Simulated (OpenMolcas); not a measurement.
# GeSiH5Cl (SMILES [SiH3][GeH2][Cl]) at 6 levels

Aim: a comparison of 6 runs (HF/def2-SVP, M06-2X/def2-SVP, PBE/def2-SVP, SVWN5/def2-SVP, TPSS/def2-SVP, r2SCAN/def2-SVP) of GeSiH5Cl. 

The calculation is run with OpenMolcas 26.06.

1 further run of the same task is left out (set aside as unsound or not needed).

### 1 The structure to begin with

GeSiH5Cl: 8 atoms, total charge 0, spin state singlet. As SMILES, `[SiH3][GeH2][Cl]`. The shape is that of a PBE0-D4/def2-TZVP optimisation.

Bond lengths: Si1–Ge2 2.380 Å, Ge2–Cl3 2.169 Å, Si1–H4 1.487 Å, Si1–H5 1.484 Å, Si1–H6 1.484 Å, Ge2–H7 1.537 Å, Ge2–H8 1.537 Å. Some angles: Si1–Ge2–Cl3 106.5°, Si1–Ge2–H7 114.0°, Si1–Ge2–H8 114.0°, Cl3–Ge2–H7 106.1°, Cl3–Ge2–H8 106.1°, Ge2–Si1–H4 109.5°, Ge2–Si1–H5 108.9°, Ge2–Si1–H6 108.9°, H7–Ge2–H8 109.6°, H4–Si1–H5 109.7°.

### 2 Energy and forces at HF/def2-SVP (run 1)

File run.inp:

```
* ClGeH5Si Hartree-Fock
>>> EXPORT MOLCAS_PRINT=2

&GATEWAY
  BASLIB = $CurrDir
  COORD
  8
  angstrom
  Si      -0.863600       0.827300      -0.302500
  Ge       0.738300      -0.882000       0.118400
  Cl       1.963100      -0.183700       1.766200
  H       -1.744900       0.416200      -1.427300
  H       -0.149800       2.078700      -0.658900
  H       -1.678500       1.035600       0.920200
  H        1.703100      -1.135200      -1.051200
  H        0.124600      -2.213900       0.579200
  BASIS = def2-SVP
  GROUP = NoSym

&SEWARD

&SCF
  THRESHOLDS = 1e-10 1e-07 1e-07 1e-05
  PRORBITALS = 1 1

&ALASKA
```

The basis set def2-SVP is read from a file made from the Basis Set Exchange's data (not shown).

Started as:

```console
$ export MOLCAS_MEM=1860
$ pymolcas run.inp > run.log
```

The program printed:

```text
--- Start Module: gateway ---
[...]
--- Stop Module: gateway /rc=_RC_ALL_IS_WELL_ ---
[...]
      Basis functions           93
[...]
--- Start Module: scf ---
[...]
       Convergence after  13 Iterations
[...]
::    Total SCF energy                              -2826.2477417717
[...]
      Total spin, S                                     0.0000000000
[...]
      Total electronic charge=   68.000000
      Total            charge=   -0.000000
[...]
      Dipole Moment (debye):
      Origin of the operator (angstrom)=    0.6857   -0.3403    0.4256
                   X= -1.5389E+00               Y= -3.5362E-01               Z= -1.7232E+00           Total=  2.3373E+00
      Quadrupole Moment (debye*angstrom):
[...]
--- Stop Module: scf /rc=_RC_ALL_IS_WELL_ ---
[...]
--- Start Module: alaska ---
[...]
 *              Molecular gradients               *
 **************************************************
  Irreducible representation: a
 ------------------------------------------------------------------------------------------
                              X                       Y                       Z
 ------------------------------------------------------------------------------------------
  SI1               4.81775983869781E-03   -4.83639916089018E-03    1.48374387164463E-03
  GE2              -2.06126287344599E-03    8.85470610367634E-03    3.86184323532035E-03
  CL3              -3.76856066236897E-03   -2.38272520040361E-03   -5.22596468073999E-03
  H4               -7.70730673824715E-04   -6.94604383119080E-04   -1.20746219176571E-03
  H5                9.88374345975984E-04    1.23804679729567E-03   -3.40631537438130E-04
  H6               -7.34132559301326E-04    6.58158962152378E-05    1.43315621948492E-03
  H7                2.03344811474437E-03   -2.49661464357231E-04   -1.31563515756206E-03
  H8               -5.04895530570870E-04   -1.99517858844267E-03    1.31095024139238E-03
[...]
--- Stop Module: alaska /rc=_RC_ALL_IS_WELL_ ---
[...]
```

It took 12 s on 1 thread of AMD EPYC 7R43 (Zen 3), shared host; peak memory 0.51 GiB.

### 3 Energy and gradient at M06-2X/def2-SVP (run 2)

File calc.input:

```
* ClGeH5Si Kohn-Sham DFT
&GATEWAY
BasLib = $CurrDir
Coord
8
angstrom
Si      -0.863600       0.827300      -0.302500
Ge       0.738300      -0.882000       0.118400
Cl       1.963100      -0.183700       1.766200
H       -1.744900       0.416200      -1.427300
H       -0.149800       2.078700      -0.658900
H       -1.678500       1.035600       0.920200
H        1.703100      -1.135200      -1.051200
H        0.124600      -2.213900       0.579200
Basis = def2-SVP
Group = NoSym
&SEWARD
GridInput
Grid=UltraFine
End of Grid
&SCF
KSDFT = M062X
Thresholds = 1e-10 1e-07 1e-07 1e-05
PrOrbitals = 1 1
&ALASKA
```

The basis set def2-SVP is read from a file made from the Basis Set Exchange's data (not shown).

Started as:

```console
$ export MOLCAS_MEM=1860
$ pymolcas calc.input > calc.log
```

The program printed:

```text
--- Start Module: gateway ---
[...]
--- Stop Module: gateway /rc=_RC_ALL_IS_WELL_ ---
[...]
      Basis functions           93
[...]
--- Start Module: scf ---
[...]
       Convergence after  13 Iterations
[...]
::    Total KS-DFT energy                           -2829.1966916743
[...]
      Total spin, S                                     0.0000000000
[...]
      Total electronic charge=   68.000000
      Total            charge=   -0.000000
[...]
      Dipole Moment (debye):
      Origin of the operator (angstrom)=    0.6857   -0.3403    0.4256
                   X= -1.4132E+00               Y= -3.1589E-01               Z= -1.5767E+00           Total=  2.1408E+00
      Quadrupole Moment (debye*angstrom):
[...]
--- Stop Module: scf /rc=_RC_ALL_IS_WELL_ ---
[...]
--- Start Module: alaska ---
[...]
 *              Molecular gradients               *
 **************************************************
  Irreducible representation: a
 ------------------------------------------------------------------------------------------
                              X                       Y                       Z
 ------------------------------------------------------------------------------------------
  SI1               1.43455486037425E-03   -1.15845282144811E-03    6.38301788388418E-04
  GE2               6.46161456460348E-04    3.32321307844197E-03    2.82302231490306E-03
  CL3              -3.24071376709867E-03   -3.01993360117514E-03   -5.13534882686884E-03
  H4                2.00728384855520E-04   -1.70598702818436E-04    8.04283637165781E-05
  H5               -1.62874808189661E-04   -2.06712716253499E-04   -5.64194774963500E-05
  H6                3.34710477929434E-05   -6.94637573568357E-05   -2.66197622965869E-04
  H7               -3.11752448562963E-04    7.11199018363917E-05    1.83956890281944E-03
  H8                1.40042527461670E-03    1.23082861874924E-03    7.66445572137897E-05
[...]
--- Stop Module: alaska /rc=_RC_ALL_IS_WELL_ ---
[...]
```

Wall time 68 s (1 thread of AMD EPYC 7R43 (Zen 3), shared host); peak memory 0.5 GiB.

Runs 3 to 5 aren't shown in full; the table further down has their settings and results.

### 4 Energy and gradient at r2SCAN/def2-SVP (run 6)

Changes to calc.input since step 3:

```diff
@@ -1,4 +1,4 @@
-* ClGeH5Si Kohn-Sham DFT
 &GATEWAY
-BasLib = $CurrDir
+BasLib
+$CurrDir
 Coord
@@ -14,4 +14,6 @@
 H        0.124600      -2.213900       0.579200
-Basis = def2-SVP
-Group = NoSym
+Basis
+def2-SVP
+Group
+NoSym
 &SEWARD
@@ -21,5 +23,10 @@
 &SCF
-KSDFT = M062X
-Thresholds = 1e-10 1e-07 1e-07 1e-05
-PrOrbitals = 1 1
+KSDFT
+2
+1.0 MGGA_X_R2SCAN
+1.0 MGGA_C_R2SCAN
+Thresholds
+1e-10 1e-07 1e-07 1e-05
+PrOrbitals
+1 1
 &ALASKA
```

The basis set def2-SVP is read from a file made from the Basis Set Exchange's data (not shown).

Started as:

```console
$ export MOLCAS_MEM=1860
$ pymolcas calc.input > calc.log
```

The program printed:

```text
--- Start Module: gateway ---
[...]
--- Stop Module: gateway /rc=_RC_ALL_IS_WELL_ ---
[...]
      Basis functions           93
[...]
--- Start Module: scf ---
[...]
       Convergence after  14 Iterations
[...]
::    Total KS-DFT energy                           -2829.1729720974
[...]
      Total spin, S                                     0.0000000000
[...]
      Total electronic charge=   68.000000
      Total            charge=   -0.000000
[...]
      Dipole Moment (debye):
      Origin of the operator (angstrom)=    0.6857   -0.3403    0.4256
                   X= -1.3618E+00               Y= -2.9947E-01               Z= -1.5162E+00           Total=  2.0599E+00
      Quadrupole Moment (debye*angstrom):
[...]
--- Stop Module: scf /rc=_RC_ALL_IS_WELL_ ---
[...]
--- Start Module: alaska ---
[...]
 *              Molecular gradients               *
 **************************************************
  Irreducible representation: a
 ------------------------------------------------------------------------------------------
                              X                       Y                       Z
 ------------------------------------------------------------------------------------------
  SI1              -2.06884905378146E-03    2.31916098876894E-03   -4.56039215920079E-04
  GE2               1.82084904811308E-03    1.62006828917427E-03    2.83542316615737E-03
  CL3              -2.27856333092546E-03   -1.84637997252857E-03   -3.42827169127702E-03
  H4                1.73694045968054E-03    5.73910572567060E-04    2.05914129245066E-03
  H5               -1.24903728205172E-03   -2.28419969561067E-03    5.77537497879144E-04
  H6                1.44245371687779E-03   -4.45947453472817E-04   -2.20785371601018E-03
  H7                4.10814606402354E-04    1.13172264008865E-04    1.91903935143678E-04
  H8                1.85391835584525E-04   -4.97849930329863E-05    4.28158731600181E-04
[...]
--- Stop Module: alaska /rc=_RC_ALL_IS_WELL_ ---
[...]
```

Wall time 76 s (1 thread of AMD EPYC 7R43 (Zen 3), shared host); peak memory 0.51 GiB.

### 5 All runs side by side

```csv
run,level,integration grid,energy (Eh),dipole moment (D),HOMO energy (eV),LUMO energy (eV),wall time
1,HF/def2-SVP,–,-2826.247742,2.34,-10.87,2.90,12 s
2,M06-2X/def2-SVP,UltraFine,-2829.196692,2.14,-9.18,0.43,68 s
3,PBE/def2-SVP,UltraFine,-2828.564321,1.88,-6.78,-1.31,33 s
4,SVWN5/def2-SVP,UltraFine,-2823.391110,1.88,-6.83,-1.51,26 s
5,TPSS/def2-SVP,UltraFine,-2829.268491,1.98,-6.97,-1.20,68 s
6,r2SCAN/def2-SVP,UltraFine,-2829.172972,2.06,-7.15,-1.12,76 s
```

### 6 Results

| quantity | value |
| --- | --- |
| run 6: total energy | -2829.17297 Eh |
| run 6: dipole moment | 2.06 D |
| run 6: HOMO energy | -7.15 eV |
| run 6: LUMO energy | -1.12 eV |
| run 6: HOMO–LUMO gap | 6.02 eV |
| run 6: largest force on an atom | 0.232 eV/Å |

**Reading.** The dipole moment (its size) runs from 1.88 D (SVWN5/def2-SVP) to 2.34 D (HF/def2-SVP). The HOMO–LUMO gap runs from 5.32 eV (SVWN5/def2-SVP) to 13.77 eV (HF/def2-SVP). Exact exchange widens orbital gaps. Totals of different functionals can't be ranked against each other. All runs together took 4.7 min, the longest 76 s.
